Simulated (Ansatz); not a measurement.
**AlClF₂: up Jacob's ladder to CCSD(T)**

The task here is to estimate one member of a computed series from the others.

The runs use Ansatz 0.2.0, Gaussian basis; functionals in def2-TZVPP, the program's frozen cores in correlated methods.

Plan: LDA (SPW92), PBE-D4, revPBE-D4, BLYP-D4, r2SCAN-D4, B97M-V, PBE0-D4, B3LYP-D4, r2SCANh-D4, r2SCAN0-D4, HSE06-D4, BHLYP-D4, CAM-B3LYP-D4, LC-ωPBE, ωB97X-V, ωB97M-V, B2PLYP, PBE-QIDH; CCSD(T)/def2-SVP; CCSD(T)/def2-TZVPP; CCSD(T)/def2-QZVPP; extrapolation to the limit; RPA on PBE.

### The relaxed structure

An earlier PBE0-D4 in a triple-zeta def2 set relaxation fixed the geometry.

SMILES `[F][Al]([F])[Cl]`, 4 atoms, charge 0, spin multiplicity 1.

Atoms are counted from 1 here; the program's logs count them from 0.

Bond lengths: F1–Al2 1.631 Å, Al2–F3 1.631 Å, Al2–Cl4 2.061 Å. Angles: F1–Al2–F3 119.0°, F1–Al2–Cl4 120.5°, F3–Al2–Cl4 120.5°.

Set-up of the first run:

in.yaml

```yaml
crystal:
  periodic: [false, false, false]
  atoms:
    - {symbol: F, position_ang: [1.012181, 0.706385, 1.143912]}
    - {symbol: Al, position_ang: [0.083310, -0.065913, 0.048476]}
    - {symbol: F, position_ang: [0.287096, -1.668899, -0.170916]}
    - {symbol: Cl, position_ang: [-1.327088, 0.968126, -1.041772]}
basis:
  gaussian: {orbitals: def2-TZVPP}
hamiltonian: {xc: lda}
output: {orbitals: {seedname: orbitals}}
```

On the command line:

```sh
$ ansatz run in.yaml --threads 2 --pin off --events-out ev --progress --plain --max-ram 20480MiB --backend cpu
```

Steps of the session up to this table: LDA; PBE-D4 (GGA); revPBE-D4 (GGA); BLYP-D4 (GGA); r2SCAN-D4 (meta-GGA); B97M-V (meta-GGA); B3LYP-D4 (hybrid); r2SCANh-D4 (hybrid); r2SCAN0-D4 (hybrid); HSE06-D4 (hybrid); BHLYP-D4 (hybrid); CAM-B3LYP-D4 (range-separated); LC-ωPBE (range-separated); ωB97X-V (range-separated); ωB97M-V (range-separated); B2PLYP (double hybrid); PBE-QIDH (double hybrid).

One table of the session follows, with a row left open; its other results are not shown here.

It belongs to the step «Orbital energies across the functionals». 

| functional | HOMO (eV) | LUMO (eV) | gap (eV) |
| --- | --- | --- | --- |
| LDA (SPW92) | -8.64 | -2.58 | 6.06 |
| PBE-D4 | -8.46 | -2.27 | 6.20 |
| revPBE-D4 | -8.40 | -2.10 | 6.30 |
| BLYP-D4 | -8.29 | -2.25 | 6.04 |
| r2SCAN-D4 | -8.85 | -1.77 | 7.08 |
| B97M-V | -8.91 | -2.05 | 6.85 |
| PBE0-D4 | -9.96 | -1.39 | 8.57 |
| B3LYP-D4 | ? | ? | ? |
| r2SCANh-D4 | -9.39 | -1.49 | 7.90 |
| r2SCAN0-D4 | -10.21 | -1.09 | 9.11 |
| HSE06-D4 | -9.55 | -1.76 | 7.79 |
| BHLYP-D4 | -11.27 | -0.67 | 10.60 |
| CAM-B3LYP-D4 | -11.36 | -0.54 | 10.82 |
| LC-ωPBE | -12.82 | 0.84 | 13.66 |
| ωB97X-V | -12.42 | 0.63 | 13.05 |
| ωB97M-V | -12.25 | 0.29 | 12.54 |

**Question.** Estimate the row for B3LYP-D4.

Worked estimate for «HOMO (eV)». Against the share of exact exchange, BLYP-D4 (0, -8.29), BHLYP-D4 (0.5, -11.27) give a slope of -5.96 per unit share; at 0.2 the line stands at -9.48.

**Answer.** HOMO (eV): -9.65; LUMO (eV): -1.73; gap (eV): 7.92. In «HOMO (eV)» the line misses by +0.17.
